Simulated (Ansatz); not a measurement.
**CH5FSi2: basis-set convergence**

One table from this session's results is given with a row withheld; the runs are named, their logs left out.

Program: Ansatz 0.2.0, Gaussian basis. Level of theory: one geometry, several basis sets. These are calculated values, not measurements.

The runs, in order: PBE0-D4/def2-SVP; ωB97M-V/def2-SVP; PBE0-D4/def2-QZVPP; ωB97M-V/def2-QZVPP; the functionals' def2-TZVPP values are taken from earlier runs.

## Structure used throughout

The geometry comes from an earlier relaxation with PBE0-D4 in a triple-zeta def2 set; it is a stationary point, not always the lowest conformer.

9 atoms, charge 0, spin multiplicity 1.

Atoms are counted from 1 here; the program's logs count them from 0.

Bond lengths: F1–Si2 1.621 Å, Si2–C3 1.881 Å, C3–Si4 1.883 Å, C3–H6 1.095 Å, C3–H7 1.096 Å, Si4–H5 1.491 Å, Si4–H8 1.484 Å, Si4–H9 1.486 Å. Angles: F1–Si2–C3 98.9°, Si2–C3–Si4 111.4°, Si2–C3–H6 109.3°, Si2–C3–H7 111.0°, Si4–C3–H6 108.3°, Si4–C3–H7 107.6°, H6–C3–H7 109.3°, C3–Si4–H5 110.0°, C3–Si4–H8 110.1°, C3–Si4–H9 111.1°, H5–Si4–H8 108.2°, H5–Si4–H9 107.9°, H8–Si4–H9 109.5°.

Set-up of the first run:

The input, in.yaml:

```yaml
crystal:
  periodic: [false, false, false]
  atoms:
    - {symbol: F, position_ang: [-0.071275, -0.414929, -2.549797]}
    - {symbol: Si, position_ang: [0.389902, 0.952483, -1.812489]}
    - {symbol: C, position_ang: [0.855639, 0.237336, -0.136619]}
    - {symbol: Si, position_ang: [-0.672380, -0.198050, 0.873910]}
    - {symbol: H, position_ang: [-1.706298, 0.864455, 0.718561]}
    - {symbol: H, position_ang: [1.438047, 0.977332, 0.422945]}
    - {symbol: H, position_ang: [1.448202, -0.677903, -0.251743]}
    - {symbol: H, position_ang: [-1.248943, -1.480175, 0.398856]}
    - {symbol: H, position_ang: [-0.344294, -0.306850, 2.319274]}
basis:
  gaussian: {orbitals: def2-SVP}
hamiltonian: {xc: pbe0, dispersion: d4}
output: {orbitals: {seedname: orbitals}}
```

Launch:

```bash
$ ansatz run in.yaml --threads 2 --pin off --events-out ev --progress --plain --max-ram 4352MiB
```

Among the steps run: PBE0-D4 in def2-SVP; ωB97M-V in def2-SVP; PBE0-D4 in def2-QZVPP; ωB97M-V in def2-QZVPP.

One table of the session follows, with a row left open; its other results are not shown here.

It belongs to the step «Density functionals: the series». 

```
functional       basis  HOMO (eV)  LUMO (eV)
   PBE0-D4    def2-SVP      -6.67      -2.08
   PBE0-D4  def2-TZVPP      -6.72      -2.16
   PBE0-D4  def2-QZVPP      -6.75      -2.20
   ωB97M-V    def2-SVP          ?          ?
   ωB97M-V  def2-TZVPP      -8.82      -0.17
   ωB97M-V  def2-QZVPP      -8.85      -0.27
```

Q: Estimate the row for ωB97M-V, def2-SVP from the others.

As computed: HOMO (eV): -8.75; LUMO (eV): 0.02. In the column «HOMO (eV)» it lies between ωB97M-V, def2-TZVPP (-8.82) and PBE0-D4, def2-QZVPP (-6.75).
